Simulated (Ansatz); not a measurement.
**BiB− (doublet): geometry and frequencies at several levels**

An exercise on one series of results from a longer session: the logs are not shown, and one member is left open.

Method: the levels named in each step, in Ansatz 0.2.0.

**Starting point**

Bond lengths: B1–Bi2 2.043 Å.

Structure file:

```xyz
2

B     0.0000    0.0000    0.0000
Bi    0.0000    0.0000    2.0427
```

Set-up of the first run:

input.yaml

```yaml
crystal:
  periodic: [false, false, false]
  atoms:
    - { symbol: B, position_ang: [0.0, 0.0, 0.0] }
    - { symbol: Bi, position_ang: [0.0, 0.0, 2.04271] }
magnetization:
  spin_polarized: true
  initial_magnetization: 1
total_charge: -1
basis:
  gaussian: { orbitals: def2-SVPD }
hamiltonian:
  xc: pbe
  dispersion: d4
relax:
  f_tol: 0.03
  max_steps: 200
```

Command:

```sh
$ ansatz run input.yaml --threads 2 --pin off --max-ram 5120MiB --backend cpu --events-out ev --progress --plain --runs-dir out
```

Steps of the session up to this table: A rough first relaxation, PBE-D4/def2-SVPD; Relaxation, PBE0-D4/def2-TZVPPD; Frequencies, PBE0-D4/def2-TZVPPD; Relaxation, PBE-D4/def2-TZVPPD; Frequencies, PBE-D4/def2-TZVPPD; Relaxation, r2SCAN-D4/def2-TZVPPD; Frequencies, r2SCAN-D4/def2-TZVPPD; Relaxation, B3LYP-D4/def2-TZVPPD; Frequencies, B3LYP-D4/def2-TZVPPD; Relaxation, B2PLYP/def2-TZVPPD.

One of the session's tables, all rows but one given; the rest of the session is left out.

It belongs to the step «Geometries side by side». 

```
                level  B1–Bi2 (Å)  rotational constants (MHz)  highest frequency (cm⁻¹)
  PBE0-D4/def2-TZVPPD      2.0745                       11229                       685
   PBE-D4/def2-TZVPPD      2.0949                       11011                       655
r2SCAN-D4/def2-TZVPPD           ?                           ?                         ?
 B3LYP-D4/def2-TZVPPD      2.0910                       11052                       658
   B2PLYP/def2-TZVPPD      2.0838                       11129                         -
```

Q: Estimate the row for r2SCAN-D4/def2-TZVPPD from the others.

**Answer.** B1–Bi2 (Å): 2.0801; rotational constants (MHz): 11169; highest frequency (cm⁻¹): 680. In the column «B1–Bi2 (Å)» it lies between PBE0-D4/def2-TZVPPD (2.0745) and B2PLYP/def2-TZVPPD (2.0838).
